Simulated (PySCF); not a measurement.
# InS under other conditions

How does InS answer to another spin, charge, distance or environment?

Method: method and basis as typed in the scripts; program: PySCF 2.14.0.

## 1. Starting geometry

InS: 2 atoms, charge 0, spin multiplicity 2.

Bond lengths: In1–S2 2.375 Å.

## 2. The base run

The input, input.py:

```python
from pyscf import gto, scf, mp

mol = gto.M(
    atom='In 0 0 0; S 0 0 2.375',
    basis='def2-svp',
    ecp={'In': 'def2-svp'},
    charge=0,
    spin=1,
    verbose=4,
)
mf = scf.UHF(mol)
mf.kernel()
mp.MP2(mf, frozen=9).kernel()
mf.dip_moment()
print('orbital energies (hartree):', [e[max(0, n-3):n+3].round(4) for e, n in zip(mf.mo_energy, mol.nelec)])
```

Run with:

```
$ OMP_NUM_THREADS=1 python input.py
```

Its log is not repeated here.

In short: E(SCF) = -586.636807 Eh, 11 cycles, E(MP2) − E(SCF) = -0.16283 Eh, ⟨S²⟩ = 0.758, μ = 1.68 D (of the SCF density).

The bond length is a typed value, not an optimised one.

## 3. Bond 2.446 Å

Edit 1 changes bond length: 2.375 Å → 2.446 Å.

The input, input.py:

```python
from pyscf import gto, scf, mp

mol = gto.M(
    atom='In 0 0 0; S 0 0 2.446',
    basis='def2-svp',
    ecp={'In': 'def2-svp'},
    charge=0,
    spin=1,
    verbose=4,
)
mf = scf.UHF(mol)
mf.kernel()
mp.MP2(mf, frozen=9).kernel()
mf.dip_moment()
print('orbital energies (hartree):', [e[max(0, n-3):n+3].round(4) for e, n in zip(mf.mo_energy, mol.nelec)])
```

Run with:

```
$ OMP_NUM_THREADS=1 python input.py
```

## 4. Sextet

Edit 2 changes spin (2S): 1 → 5.

input.py, as its differences from that of step 2:

```diff
@@ -7,3 +7,3 @@
     charge=0,
-    spin=1,
+    spin=5,
     verbose=4,
```

## 5. Bond 2.304 Å

Edit 3 changes bond length: 2.375 Å → 2.304 Å.

input.py, as its differences from that of step 2:

```diff
@@ -3,3 +3,3 @@
 mol = gto.M(
-    atom='In 0 0 0; S 0 0 2.375',
+    atom='In 0 0 0; S 0 0 2.304',
     basis='def2-svp',
```

## 6. Electric field -0.01 a.u.

Edit 4 changes electric field: none → -0.01 a.u.

input.py, as its differences from that of step 2:

```diff
@@ -11,2 +11,7 @@
 mf = scf.UHF(mol)
+field = -0.01  # electric field along z, atomic units
+h = mf.get_hcore() + field*mol.intor('int1e_r')[2]
+mf.get_hcore = lambda *args: h
+e_nuc = mol.energy_nuc() - field*mol.atom_charges() @ mol.atom_coords()[:, 2]
+mf.energy_nuc = lambda *args: e_nuc
 mf.kernel()
```

What does the calculation give? Wanted: for each run, E(SCF); from base; gap, α spin; SCF dipole; after the SCF.

As calculated:

| run | E(SCF) (hartree) | from base (eV) | cycles | gap, α spin (eV) | SCF dipole (D) | after the SCF |
| --- | --- | --- | --- | --- | --- | --- |
| base | -586.636807 | 0 | 11 | 8.95 | 1.68 | MP2 correlation -4.431 eV, core frozen |
| bond 2.446 Å | -586.640492 | -0.1003 | 12 | 8.95 | 2.16 | MP2 correlation -4.413 eV, core frozen |
| sextet | -586.453724 | +4.9819 | 11 | 7.83 | 3.89 | MP2 correlation -3.358 eV, core frozen |
| bond 2.304 Å | -586.630321 | +0.1765 | 11 | 8.93 | 1.21 | MP2 correlation -4.450 eV, core frozen |
| electric field -0.01 a.u. | -586.646884 | -0.2742 | 11 | 9.06 | 3.42 | MP2 correlation -4.397 eV, core frozen |

**Reading.** Of the runs whose energies can be compared, “sextet” moves the SCF energy most (+4.982 eV). The sextet solution found lies 4.98 eV above the base doublet at this geometry and level.
